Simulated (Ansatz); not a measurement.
# C₂H₆BFOSi: one species, many methods

The task here is to estimate one member of a computed series from the others.

Method: functionals in def2-TZVPP, the program's frozen cores in correlated methods; program: Ansatz 0.2.0, Gaussian basis.

Plan: PBE-D4, r2SCAN-D4, PBE0-D4, B3LYP-D4, ωB97X-V, ωB97M-V, B2PLYP; CCSD(T)/def2-TZVPP; MP2/def2-QZVPP; extrapolation to the limit.

**The relaxed structure**

All runs share one geometry, relaxed beforehand with PBE0-D4 in a triple-zeta def2 set.

12 atoms, charge 0, spin multiplicity 1.

Atoms are counted from 1 here; the program's logs count them from 0.

Bond lengths: B1–C2 1.573 Å, B1–Si5 2.006 Å, B1–H7 1.196 Å, B1–H8 1.216 Å, C2–F3 1.302 Å, C2–O4 1.265 Å, O4–Si5 1.848 Å, Si5–C6 1.857 Å, Si5–H9 1.488 Å, C6–H10 1.092 Å, C6–H11 1.092 Å, C6–H12 1.094 Å. Angles: C2–B1–Si5 76.8°, C2–B1–H7 118.9°, C2–B1–H8 104.3°, Si5–B1–H7 130.6°, Si5–B1–H8 103.7°, H7–B1–H8 114.9°, B1–C2–F3 130.9°, B1–C2–O4 114.5°, F3–C2–O4 114.6°, C2–O4–Si5 90.5°, B1–Si5–O4 76.6°, B1–Si5–C6 125.8°, B1–Si5–H9 123.1°, O4–Si5–C6 106.9°, O4–Si5–H9 100.8°, C6–Si5–H9 109.6°, Si5–C6–H10 111.0°, Si5–C6–H11 111.5° and more.

Set-up of the first run:

File in.yaml:

```yaml
crystal:
  periodic: [false, false, false]
  atoms:
    - {symbol: B, position_ang: [-0.010781, -1.625736, -0.054738]}
    - {symbol: C, position_ang: [-0.534317, -0.992506, -1.395645]}
    - {symbol: F, position_ang: [-0.865679, -1.545284, -2.526471]}
    - {symbol: O, position_ang: [-0.685257, 0.263434, -1.359669]}
    - {symbol: Si, position_ang: [-0.470279, 0.253390, 0.475896]}
    - {symbol: C, position_ang: [0.746342, 1.595999, 0.884284]}
    - {symbol: H, position_ang: [-0.465937, -2.670871, 0.307751]}
    - {symbol: H, position_ang: [1.200233, -1.605693, -0.166024]}
    - {symbol: H, position_ang: [-1.830711, 0.662800, 0.917582]}
    - {symbol: H, position_ang: [1.719986, 1.391255, 0.435178]}
    - {symbol: H, position_ang: [0.393050, 2.572885, 0.546605]}
    - {symbol: H, position_ang: [0.880350, 1.645127, 1.969252]}
basis:
  gaussian: {orbitals: def2-TZVPP}
hamiltonian: {xc: pbe, dispersion: d4}
output: {forces: true, orbitals: {seedname: orbitals}}
```

Command:

```
> ansatz run in.yaml --threads 4 --pin off --events-out ev --progress --plain --max-ram 10444MiB
```

Steps of the session up to this table: PBE-D4 (GGA); r2SCAN-D4 (meta-GGA); PBE0-D4 (hybrid); B3LYP-D4 (hybrid); ωB97X-V (range-separated); ωB97M-V (range-separated); B2PLYP (double hybrid); CCSD(T) in def2-TZVPP; MP2 in def2-QZVPP.

One table of the session follows, with a row left open; its other results are not shown here.

It belongs to the step «Atomisation energies». 

| method | atomisation energy (kcal/mol) |
| --- | --- |
| PBE-D4 | 1130.6 |
| r2SCAN-D4 | ? |
| PBE0-D4 | 1105.9 |
| B3LYP-D4 | 1097.8 |
| ωB97X-V | 1104.1 |
| ωB97M-V | 1105.3 |
| B2PLYP | 1086.9 |
| HF/def2-TZVPP | 797.5 |
| MP2/def2-TZVPP | 1092.4 |
| CCSD/def2-TZVPP | 1049.0 |
| CCSD(T)/def2-TZVPP | 1068.0 |
| MP2/CBS | 1119.2 |
| CCSD(T)/CBS | 1094.8 |

Q: Estimate the row for r2SCAN-D4 from the others.

As computed: atomisation energy (kcal/mol): 1110.0. In the column «atomisation energy (kcal/mol)» it lies between PBE0-D4 (1105.9) and MP2/CBS (1119.2).

Limits of these values: Free atoms (1 B, 2 C, 1 F, 1 O, 1 Si, 6 H) were run apart at each level; the atomisation energy is their sum less the molecule, without zero-point or spin-orbit terms.
